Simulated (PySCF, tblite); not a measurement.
**C8H10FOP: geometry, infrared bands and NMR shifts**

Wanted: the infrared bands and NMR shifts of C8H10FOP (`C=CC1=C(C)[P@@H](=O)C(C)=C1F`), by calculation.

Programs: tblite 0.8.0 and PySCF 2.14.0, with density-fitted response routines of our own. Each step states its level of theory. These are calculated values for one molecule in the gas phase, unless marked as measured. Atoms count from 0, in the outputs and in this text.

### Step 1. The molecule as given

21 atoms, charge 0, multiplicity 1; geometry from: force field or distance geometry start.

Bonds of the start (Å): C0–C1 1.33, C1–C2 1.44, C2–C3 1.35, C3–C4 1.50, C3–P5 1.80, P5–O6 1.51, P5–C7 1.77, C7–C8 1.48, C7–C9 1.33, C9–F10 1.34, C9–C2 1.47, C0–H11 1.09, C0–H12 1.07, C1–H13 1.10, C4–H14 1.09, C4–H15 1.09, C4–H16 1.09, P5–H17 1.41, C8–H18 1.09, C8–H19 1.10, C8–H20 1.10.

### Step 2. Relaxing the molecule with GFN2-xTB

Job settings and geometry (Å):

```
{"job": {"kind": "relax", "xc": "GFN2-xTB", "basis": "xTB"}, "charge": 0, "multiplicity": 1}
C      2.696600     1.723700    -0.417600
C      2.189700     0.598800     0.090900
C      0.802100     0.216900     0.101600
C      0.371000    -1.056200     0.160300
C      1.140600    -2.340100     0.202100
P     -1.425100    -1.219100     0.204800
O     -2.046500    -1.979300     1.346300
C     -1.546500     0.550000     0.191200
C     -2.874700     1.195200     0.248700
C     -0.353100     1.124400     0.134100
F     -0.193900     2.458800     0.114400
H      2.056100     2.467500    -0.894300
H      3.747300     1.936600    -0.360300
H      2.896800    -0.101800     0.559200
H      2.207400    -2.186700     0.020300
H      0.766400    -3.012100    -0.570200
H      1.018700    -2.827600     1.167000
H     -1.773900    -1.635000    -1.095100
H     -3.491000     0.894500    -0.600800
H     -2.792200     2.291200     0.237800
H     -3.404700     0.917100     1.169500
```

On the command line:

```console
> OMP_NUM_THREADS=1 python probes_run.py task.json out
```

The driver reads the jobs from task.json and runs them one after another.

**Question.** This job is followed by: GFN2-xTB harmonic vibrations, gas phase; GIAO PBE0/pcSseg-1 NMR shielding, non-relativistic, gas phase. What will the session give for the following? strongest single infrared mode (GFN2-xTB); zero-point energy (GFN2-xTB); 13C shifts against TMS (PBE0/pcSseg-1); 1H shifts against TMS (PBE0/pcSseg-1, means over atoms taken as alike); 31P shifts against H3PO4 (PBE0/pcSseg-1); 17O shifts against H2O (PBE0/pcSseg-1); 19F shifts against CFCl3 (PBE0/pcSseg-1); surface potential, 1st and 99th percentile.

The runs gave:

```
                                                              quantity                                                    value
                             strongest single infrared mode (GFN2-xTB)                                    1289 cm⁻¹, 302 km/mol
                                          zero-point energy (GFN2-xTB)                                            98.0 kcal/mol
                                13C shifts against TMS (PBE0/pcSseg-1)  173.9, 145.5, 143.6, 133.4, 130.4, 118.3, 12.2, 9.3 ppm
1H shifts against TMS (PBE0/pcSseg-1, means over atoms taken as alike)                   7.30, 6.71, 6.31, 5.89, 2.20, 2.18 ppm
                              31P shifts against H3PO4 (PBE0/pcSseg-1)                                                -13.0 ppm
                                17O shifts against H2O (PBE0/pcSseg-1)                                                 57.0 ppm
                              19F shifts against CFCl3 (PBE0/pcSseg-1)                                               -121.0 ppm
                                 surface potential, 1st and 99th percentile                                       -2.14 V and 1.14 V
```

**Reading.** Over 161 steps the energy fell by 0.272 eV; of the close pairs, P5–O6 changed most, 1.506 to 1.462 Å. All 57 modes are real, so the xTB geometry is a minimum. The strongest single mode, at 1289 cm⁻¹, moves mainly O6 and P5. GFN2-xTB is a fitted tight-binding method: band positions and strengths are rough. Its intensities can rank the bands wrongly. At PBE0/pcSseg-1: Shielding is most anisotropic at P5 (span 287 ppm, paramagnetic term -636 ppm). At PBE0/pcSseg-1, counted by nearest atom on the grid, the HOMO lies on C3, C7 about 23 % each; C2, C9 about 10 % each, the LUMO on C3 24 %; C2 16 %.
